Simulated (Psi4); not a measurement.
# CHClFNSi (SMILES FC1=N[SiH]1Cl): HSE06/6-31G(d) (spherical functions)

What is the vertical ionisation energy of CHClFNSi at HSE06/6-31G* (spherical functions)? 

Program for the calculation: Psi4 1.11.

2 further runs of the same task are left out: 2 set aside as unsound or not needed.

## Step 1: The system as given

CHClFNSi has 6 atoms, charge 0, and is taken as a singlet. SMILES: `FC1=N[SiH]1Cl`. The coordinates come from a PBE0-D4/def2-TZVP relaxation.

Bond lengths: F1–C2 1.310 Å, C2–N3 1.270 Å, C2–Si4 1.756 Å, N3–Si4 1.774 Å, Si4–Cl5 2.023 Å, Si4–H6 1.469 Å. Angles: F1–C2–N3 128.1°, F1–C2–Si4 162.2°, N3–C2–Si4 69.7°, C2–N3–Si4 68.1°, C2–Si4–N3 42.2°, C2–Si4–Cl5 123.2°, N3–Si4–Cl5 119.8°, C2–Si4–H6 125.2°, N3–Si4–H6 120.9°, Cl5–Si4–H6 109.4°.

## Step 2: Energy and forces at HSE06/6-31G(d) (spherical functions)

calc.dat

```
memory 2200 MB

molecule {
  0 1
  F      0.158300    -2.281300    -0.638700
  C      0.216600    -1.043700    -0.212100
  N      1.240300    -0.391700     0.161000
  Si    -0.233900     0.593200     0.234800
  Cl    -0.525700     2.070200    -1.116500
  H     -0.813600     0.989400     1.525400
  symmetry c1
  no_reorient
  no_com
}

set {
  basis                6-31G*
  puream               true
  e_convergence        1e-09
  d_convergence        1e-08
  scf_type             pk
  dft_radial_points    99
  dft_spherical_points 590
}

E, wfn = gradient('hse06', return_wfn=True)
oeprop(wfn, 'WIBERG_LOWDIN_INDICES', 'QUADRUPOLE', 'LOWDIN_CHARGES', title='HSE06')
```

The run is started by

```bash
$ psi4 calc.dat calc.out -n 1
```

calc.out:

```text
[...]
  Running in c1 symmetry.
[...]
  Nuclear repulsion =  257.916144657430209
[...]
  Multiplicity = 1
[...]
  Nalpha       = 27
  Nbeta        = 27
[...]
    Number of basis functions: 80
[...]
   @RKS iter   1:  -942.31372065361018    1.41775e-01   8.08086e-03 DIIS/ADIIS
[...]
   @RKS iter  12:  -942.51901026153178    1.63709e-11   5.34868e-09 DIIS
[...]
    Orbital Energies [Eh]
    ---------------------
    Doubly Occupied:
       1A   -101.710874     2A    -66.317973     3A    -24.815726
       4A    -14.403324     5A    -10.354942     6A     -9.537477
       7A     -7.268369     8A     -7.262365     9A     -7.261842
      10A     -5.391621    11A     -3.726185    12A     -3.725001
      13A     -3.723331    14A     -1.281810    15A     -0.975752
      16A     -0.865797    17A     -0.628325    18A     -0.570010
      19A     -0.505429    20A     -0.493581    21A     -0.459029
      22A     -0.426938    23A     -0.392147    24A     -0.365752
      25A     -0.344883    26A     -0.342113    27A     -0.264258
[...]
  @RKS Final Energy:  -942.51901026153178
   => Energetics <=
    Nuclear Repulsion Energy =            257.9161446574302090
    One-Electron Energy =               -1814.5218053627738755
    Two-Electron Energy =                 669.3581412232492767
    DFT Exchange-Correlation Energy =     -55.2714907794372223
    Empirical Dispersion Energy =           0.0000000000000000
    VV10 Nonlocal Energy =                  0.0000000000000000
    Total Energy =                       -942.5190102615317755
[...]
  -Total Gradient:
     Atom            X                  Y                   Z
    ------   -----------------  -----------------  -----------------
       1        0.001646371899     0.004451957880     0.001647705351
       2        0.003297869034     0.003613707302     0.001898947383
       3       -0.010982482894    -0.001895593223    -0.002491808166
       4        0.004659093952    -0.001278381371    -0.003969650745
       5        0.000883134291    -0.004517507636     0.004134090320
       6        0.000496559856    -0.000418523537    -0.001241319342
[...]
 Multipole Moments:
 ------------------------------------------------------------------------------------
     Multipole            Electronic (a.u.)      Nuclear  (a.u.)        Total (a.u.)
 ------------------------------------------------------------------------------------
 L = 1.  Multiply by 2.5417464519 to convert [e a0] to [Debye]
 Dipole X            :          2.3695359           -3.0588997           -0.6893637
 Dipole Y            :        -28.0177006           28.2548071            0.2371065
 Dipole Z            :         38.2895705          -37.9113076            0.3782629
 Magnitude           :                                                    0.8212945
 L = 2.  Multiply by 1.3450342976 to convert [e a0^2] to [Debye ang]
 Quadrupole XX       :        -94.7073806           62.1416498          -32.5657309
 Quadrupole XY       :        105.2220264         -104.4749946            0.7470318
[...]
```

It took 78 s on 1 thread of Intel Xeon Platinum 8259CL at 2.50GHz (Skylake/Cascade Lake), shared host; peak memory 0.95 GiB.

## Step 3: The doublet cation, same level

chclfnsi.inp

```
memory 2200 MB

molecule {
  1 2
  F      0.158300    -2.281300    -0.638700
  C      0.216600    -1.043700    -0.212100
  N      1.240300    -0.391700     0.161000
  Si    -0.233900     0.593200     0.234800
  Cl    -0.525700     2.070200    -1.116500
  H     -0.813600     0.989400     1.525400
  units angstrom
  symmetry c1
}

set {
  basis 6-31G*
  reference uks
  puream true
  e_convergence 1e-09
  d_convergence 1e-08
  scf_type pk
  dft_radial_points 99
  dft_spherical_points 590
  maxiter 100
}

result, w = gradient("hse06", return_wfn=True)
oeprop(w, "DIPOLE", "LOWDIN_CHARGES", "WIBERG_LOWDIN_INDICES", title="HSE06")
print_variables()
```

The run is started by

```bash
$ psi4 -n 1 chclfnsi.inp chclfnsi.out
```

chclfnsi.out (excerpt; [...] marks lines left out):

```text
[...]
  Running in c1 symmetry.
[...]
  Nuclear repulsion =  257.916144657430209
[...]
  Multiplicity = 2
[...]
  Nalpha       = 27
  Nbeta        = 26
[...]
    Number of basis functions: 80
[...]
   @UKS iter   1:  -942.02428553742311    4.31210e-01   6.37014e-03 DIIS/ADIIS
[...]
   @UKS iter  17:  -942.15694705111798   -8.07177e-12   6.24826e-09 DIIS
[...]
   @S^2 Observed:                7.556888923E-01
[...]
  @UKS Final Energy:  -942.15694705111798
   => Energetics <=
    Nuclear Repulsion Energy =            257.9161446574302090
    One-Electron Energy =               -1801.1688776260048144
    Two-Electron Energy =                 656.0698538136014122
    DFT Exchange-Correlation Energy =     -54.9740678961449305
    Empirical Dispersion Energy =           0.0000000000000000
    VV10 Nonlocal Energy =                  0.0000000000000000
    Total Energy =                       -942.1569470511179816
[...]
  -Total Gradient:
     Atom            X                  Y                   Z
    ------   -----------------  -----------------  -----------------
       1        0.019005820313    -0.035421120932    -0.009325403668
       2       -0.071555507843     0.105535036422     0.025516691580
       3        0.029102712635     0.003390186546     0.005037341332
       4        0.026292716152    -0.099060229965    -0.012339797432
       5       -0.003227171951     0.018450433088    -0.008156518242
       6        0.000383887441     0.007063611451    -0.000753338889
[...]
 Multipole Moments:
 ------------------------------------------------------------------------------------
     Multipole            Electronic (a.u.)      Nuclear  (a.u.)        Total (a.u.)
 ------------------------------------------------------------------------------------
 L = 1.  Multiply by 2.5417464519 to convert [e a0] to [Debye]
 Dipole X            :          0.1897654           -0.4624778           -0.2727124
 Dipole Y            :         -1.7338728            1.4357175           -0.2981553
 Dipole Z            :         -1.8313962            2.7001277            0.8687315
 Magnitude           :                                                    0.9581039
[...]
```

It took 2 min on 1 thread of Intel Xeon Platinum 8259CL at 2.50GHz (Skylake/Cascade Lake), shared host; peak memory 0.95 GiB.

## Step 4: What came out

At HSE06/6-31G* (spherical functions):

| quantity | value |
| --- | --- |
| singlet CHClFNSi: total energy | -942.51901 Eh |
| singlet CHClFNSi: dipole moment | 2.09 D |
| singlet CHClFNSi: HOMO energy | -7.19 eV |
| singlet CHClFNSi: LUMO energy | -1.00 eV |
| singlet CHClFNSi: HOMO–LUMO gap | 6.19 eV |
| singlet CHClFNSi: largest force on an atom | 0.587 eV/Å |
| doublet cation: total energy | -942.15695 Eh |
| doublet cation: HOMO energy (highest over α and β) | -14.93 eV |
| doublet cation: LUMO energy (lowest over α and β) | -12.49 eV |
| doublet cation: ⟨S²⟩ | 0.756 |
| doublet cation: largest force on an atom | 6.687 eV/Å |
| vertical ionisation energy (to the doublet cation) | 9.852 eV |

Removing an electron at fixed nuclei costs 9.85 eV (951 kJ/mol). The largest force (singlet CHClFNSi) is 0.59 eV/Å: the shape isn't a stationary point for this species at this level. The negative HOMO energy of the first species, 7.19 eV, lies 2.66 eV below that difference.
